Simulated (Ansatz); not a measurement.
**Ag: strong compression**

How does Ag (fcc type) answer strong compression? Methods of the runs shown: PAW. Its runs: cell relaxed at zero pressure (PAW); volume scaled by 1 (PAW); volume scaled by 0.94 (PAW); volume scaled by 0.88 (PAW); volume scaled by 0.8 (PAW); volume scaled by 0.72 (PAW); volume scaled by 0.64 (PAW); volume scaled by 0.55 (PAW); volume scaled by 0.45 (PAW and PAW (cutoff 250 eV)).

Computed with Ansatz 0.2.0 (DFT, LDA, PAW with Ansatz's default frozen-core files, scalar-relativistic, unless a step's input says otherwise).

1 further run of the same task is left out (it didn't finish).

### Step 1. The system as given

Symmetry: Fm-3m, No. 225, cubic system. Conventional cell: a = 4.086 Å, b = 4.086 Å, c = 4.086 Å, α = 90.00°, β = 90.00°, γ = 90.00°. Around Ag (site symmetry m-3m) lie 12 Ag at 2.89 Å.

Coordinates:

```
CELL_PARAMETERS angstrom
0.00000 2.04283 2.04283
2.04283 0.00000 2.04283
2.04283 2.04283 0.00000
ATOMIC_POSITIONS crystal
Ag 0.00000 0.00000 0.00000
```

Whether this phase is the stable one at these pressures isn't tested.

### Step 2. Cell relaxed at zero pressure, PAW

input.yaml

```yaml
crystal:
  lattice:
    - [0.0, 2.0428264039, 2.0428264039]
    - [2.0428264039, 0.0, 2.0428264039]
    - [2.0428264039, 2.0428264039, 0.0]
  atoms:
    - { symbol: Ag, position: [0.0, 0.0, 0.0] }
kpoints:
  mp_grid: { grid: [18, 18, 18] }
scf:
  occupations: { method: fermi_dirac, width: 0.08 }
hamiltonian:
  xc: lda
  pseudopotentials: { kind: paw }
output:
  forces: true
  stress: true
relax:
  f_tol: 0.005
  max_steps: 40
  cell: {}
```

Run with:

```
$ ansatz run input.yaml --threads 1 --pin off --max-ram 2048MiB --backend cpu --events-out ev --progress --plain --runs-dir out
```

After this run come: Volume scaled by 1, PAW; Volume scaled by 0.94, PAW; Volume scaled by 0.88, PAW; Volume scaled by 0.8, PAW; Volume scaled by 0.72, PAW; Volume scaled by 0.64, PAW; Volume scaled by 0.55, PAW; Volume scaled by 0.45, PAW; Volume scaled by 0.45, PAW (cutoff 250 eV).

Q: Predict the outcome of this session. Wanted: PAW pressure at 0.45 of the volume; fitted bulk modulus at zero pressure.

As calculated:

| quantity | value |
| --- | --- |
| PAW pressure at 0.45 of the volume | 934.8 GPa |
| PAW (cutoff 250 eV) pressure at 0.45 of the volume | 961.2 GPa |
| fitted bulk modulus at zero pressure (PAW) | 149 GPa |
| its pressure derivative | 5.15 |

What this shows: By PAW the pressure climbs to 935 GPa at 0.45 of the first volume. A third-order Birch-Murnaghan curve fits the range only roughly (B₀ = 149 GPa, B′ = 5.15, misfit at most 7.87 GPa). A fit over so wide a range leans to the high pressures, so B₀ can be off by several per cent. No all-electron run checks these rows here, and frozen cores can fail under such compression. The ions are at rest, and the electrons smeared by 0.08 eV.
